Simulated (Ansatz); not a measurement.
# HfH2: the cost of one run

Method: DFT LDA, scalar-relativistic, in Ansatz 0.2.0.

### 1 The system as given

Symmetry: I4/mmm, No. 139, tetragonal system. The conventional cell has a = 3.478 Å, b = 3.478 Å, c = 4.361 Å, α = 90.00°, β = 90.00°, γ = 90.00°. Around Hf (site symmetry 4/mmm) lie 8 H at 2.05 Å. H (site symmetry -4m2) is surrounded by 4 Hf at 2.05 Å.

As a file:

```cif
data_structure
_symmetry_space_group_name_H-M 'I4/mmm'
_symmetry_Int_Tables_number 139
_cell_length_a 3.4780
_cell_length_b 3.4780
_cell_length_c 4.3610
_cell_angle_alpha 90.000
_cell_angle_beta 90.000
_cell_angle_gamma 90.000
_cell_volume 52.75
loop_
_atom_site_label
_atom_site_type_symbol
_atom_site_symmetry_multiplicity
_atom_site_Wyckoff_symbol
_atom_site_fract_x
_atom_site_fract_y
_atom_site_fract_z
_atom_site_occupancy
Hf1 Hf 2 a 0.00000 0.00000 0.00000 1
H1 H 4 d 0.00000 0.50000 0.25000 1
```

The file gives the conventional cell by its symmetry; the runs use the cell typed in the input.

Atoms are numbered in the order of the input: Hf1, H2, H3.

### 2 After the deformation

Space group I4/mmm before, I4/mmm after.

### 3 LAPW, all electrons

input.yaml

```yaml
crystal:
  lattice:
    - [-1.77378, 1.77378, 2.1805]
    - [1.77378, -1.77378, 2.1805]
    - [1.77378, 1.77378, -2.1805]
  atoms:
    - { symbol: Hf, position: [0.0, 0.0, 0.0] }
    - { symbol: H, position: [0.75, 0.25, 0.5] }
    - { symbol: H, position: [0.25, 0.75, 0.5] }
kpoints:
  mp_grid: { grid: [12, 12, 12] }
  band_path:
    path:
      - [0.0, 0.0, 0.0]
      - [0.0, 0.0, 0.5]
      - [0.25, 0.25, 0.25]
      - [0.0, 0.5, 0.0]
      - [0.0, 0.0, 0.0]
      - [0.5, 0.5, -0.5]
      - [0.4154349765, 0.5845650235, -0.4154349765]
      - [-0.4154349765, 0.4154349765, 0.4154349765]
      - [0.0, 0.0, 0.0]
    npoints: 5
scf:
  occupations: { method: fermi_dirac, width: 0.03 }
hamiltonian:
  xc: lda
  pseudopotentials: { kind: all_electron, lapw: { basis_error: 0.0005 } }
output:
  forces: true
  stress: true
  eigenvalues: true
```

Started as:

```
$ ansatz run input.yaml --threads 1 --pin off --max-ram 4096MiB --backend cpu --events-out ev --progress --plain --runs-dir out
```

Q: Estimate wall time and peak memory on 1 thread of Arm Neoverse V2, shared host.

About 39 s, with a peak of 0.59 GiB.
